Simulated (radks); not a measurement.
# Spin polarisation of the 5p shell in Sn

Aim: the energy gained and the exchange splitting as electrons of the 5p shell of Sn are turned from spin down to spin up.

Program: radks (a radial shooting solver on a logarithmic mesh, Libxc functionals) version 1. Level of theory: non-relativistic Kohn-Sham, PBE, spin-polarised, spherical densities, point nucleus. These are calculated values, not measurements, unless marked.

## (1) Starting point

| Item | Value |
| --- | --- |
| element | tin (Z = 50) |
| charge | 0 |
| electrons | 50 |
| configuration | [Kr] 4d10 5s2 5p(up 1, down 1) |

A shell typed twice in an input gives spin up, then spin down.

## (2) No moment

Settings of this run:

```text
Z 50
configuration [Kr] 4d10 5s2 5p1 5p1
relativity non-relativistic
functional pbe,pbe
spin polarised
nucleus point
```

## (3) moment 0.5 in 5p

Settings of this run:

```text
Z 50
configuration [Kr] 4d10 5s2 5p1.25 5p0.75
relativity non-relativistic
functional pbe,pbe
spin polarised
nucleus point
```

## (4) moment 1 in 5p

Settings of this run:

```text
Z 50
configuration [Kr] 4d10 5s2 5p1.5 5p0.5
relativity non-relativistic
functional pbe,pbe
spin polarised
nucleus point
```

## (5) moment 1.5 in 5p

Settings of this run:

```text
Z 50
configuration [Kr] 4d10 5s2 5p1.75 5p0.25
relativity non-relativistic
functional pbe,pbe
spin polarised
nucleus point
```

## (6) moment 2 in 5p

Settings of this run:

```text
Z 50
configuration [Kr] 4d10 5s2 5p2 5p0
relativity non-relativistic
functional pbe,pbe
spin polarised
nucleus point
```

**Question.** What will these runs give? Wanted: for each run, moment; E − E(0); ε(5p up); ε(5p down); splitting.

**Answer**, as computed:

```
moment (μB)  E − E(0) (eV)  ε(5p up) (eV)  ε(5p down) (eV)  splitting (eV)
          0          0.000         -3.770           -3.770           0.000
        0.5         -0.039         -3.916           -3.601           0.315
          1         -0.158         -4.042           -3.410           0.632
        1.5         -0.356         -4.146           -3.195           0.951
          2         -0.634         -4.231           -2.947           1.284
```

**Reading.** At a moment of 2 μB the energy has fallen by 0.63 eV and the 5p levels split by 1.28 eV, 0.642 eV per μB. The Stoner form E = −I m²/4 would give I = 0.634 eV. The energy falls at every step.
